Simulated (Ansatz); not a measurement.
# Rb2Tl4SnHg: the cost of one run

Program: Ansatz 0.2.0. Level of theory: reference: DFT PBE, plane waves, PAW, scalar-relativistic, no spin polarisation. These are calculated values, not measurements.

3 further runs of the same task are left out: 2 that didn't finish, 1 set aside as unsound or not needed.

### Step 1. The starting structure

The structure is tetragonal, space group I-42m (No. 121). The conventional cell has a = 8.575 Å, b = 8.575 Å, c = 7.193 Å, α = 90.00°, β = 90.00°, γ = 90.00°. Hg (site symmetry -42m) is surrounded by 4 Tl at 2.79 Å. Tl (site symmetry m) is surrounded by 1 Sn at 2.71 Å and 1 Hg at 2.79 Å. Sn (site symmetry -42m) has 4 Tl at 2.71 Å as nearest neighbours. Around Rb (site symmetry 222) lie 2 Rb at 3.60 Å and 8 Tl at 3.62 to 3.68 Å.

Coordinates:

```cif
data_structure
_symmetry_space_group_name_H-M 'P 1'
_symmetry_Int_Tables_number 1
_cell_length_a 7.0500
_cell_length_b 7.0500
_cell_length_c 7.0500
_cell_angle_alpha 105.085
_cell_angle_beta 105.085
_cell_angle_gamma 118.653
_cell_volume 264.47
loop_
_atom_site_label
_atom_site_type_symbol
_atom_site_fract_x
_atom_site_fract_y
_atom_site_fract_z
_atom_site_occupancy
Hg1 Hg 0.00000 0.00000 0.00000 1
Tl1 Tl 0.42970 0.42970 0.34220 1
Tl2 Tl 0.57030 0.91250 0.00000 1
Tl3 Tl 0.08750 0.08750 0.65780 1
Tl4 Tl 0.91250 0.57030 0.00000 1
Sn1 Sn 0.50000 0.50000 0.00000 1
Rb1 Rb 0.00000 0.50000 0.50000 1
Rb2 Rb 0.50000 0.00000 0.50000 1
```

### Step 2. The reference run

File input.yaml:

```yaml
crystal:
  lattice:
    - [-4.287617, 4.287617, 3.596492]
    - [4.287617, -4.287617, 3.596492]
    - [4.287617, 4.287617, -3.596492]
  atoms:
    - { symbol: Hg, position: [0.0, 0.0, 0.0] }
    - { symbol: Tl, position: [0.4297, 0.4297, 0.3422] }
    - { symbol: Tl, position: [0.5703, 0.9125, 0.0] }
    - { symbol: Tl, position: [0.0875, 0.0875, 0.6578] }
    - { symbol: Tl, position: [0.9125, 0.5703, 0.0] }
    - { symbol: Sn, position: [0.5, 0.5, 0.0] }
    - { symbol: Rb, position: [0.0, 0.5, 0.5] }
    - { symbol: Rb, position: [0.5, 0.0, 0.5] }
  symmetry: { tolerance: 0.0003 }
kpoints:
  mp_grid: { grid: [3, 3, 3], shift: [0, 0, 0] }
magnetization:
  spin_polarized: false
scf:
  occupations: { method: fermi_dirac }
hamiltonian:
  pseudopotentials: { kind: paw }
  xc: pbe
basis:
  ecutwfc: 420
output:
  forces: true
  stress: true
  eigenvalues: true
relax:
  max_steps: 40
  cell: {}
```

Command:

```bash
$ ansatz run input.yaml --threads 1 --pin off --max-ram 2560MiB --backend cpu --events-out ev --progress --plain --runs-dir out
```

**Question.** How long does this run take on 1 thread of Arm Neoverse V1, shared host, and how much memory does it need?

About 5.4 min, with a peak of 0.55 GiB.
